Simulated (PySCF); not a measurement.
# C4H11NOSi2: the cost of one run

Programs: PySCF 2.14.0, with routines of our own; each step states its level. All values are computed. Atoms count from 0.

### 1 The starting structure

19 atoms, charge 0, multiplicity 1; geometry from: GFN2-xTB.

### 2 Optimising the geometry at PBE0-D3(BJ)/def2-SVP

The job: settings as JSON, then the geometry in Å.

```
{"job": {"xc": "PBE0", "basis": "def2-SVP", "d3": "d3bj", "grid": 1, "kind": "geom"}, "charge": 0, "multiplicity": 1}
C      2.564967     0.188811     0.294281
C      1.112618    -0.203640     0.550939
Si     0.344045    -1.510881    -0.636265
C     -1.019707    -0.235533    -1.124846
C     -2.337109    -0.621633    -0.664654
O     -2.569823    -1.118937     0.419488
Si    -0.246036     1.082979     0.085907
N     -1.433500     1.587961     1.217179
H      2.705064     0.499186    -0.738486
H      2.860739     1.016665     0.937413
H      3.233882    -0.647894     0.488496
H      1.032624    -0.517768     1.594546
H     -0.170080    -2.721239    -0.008093
H      1.181944    -1.823752    -1.797640
H     -1.037857     0.078698    -2.164960
H     -3.177544    -0.417128    -1.361144
H      0.207765     2.283856    -0.612699
H     -1.180104     2.204004     1.971515
H     -2.081693     0.885494     1.541560
```

On the command line:

```console
$ OMP_NUM_THREADS=1 python excited_run.py task.json out
```

This one command runs all jobs of the session in turn.

**Question.** How long does this first job take on 1 thread of Arm Neoverse V1, shared host, and how much memory does it need?

About 4 min, with a peak of 0.89 GiB.
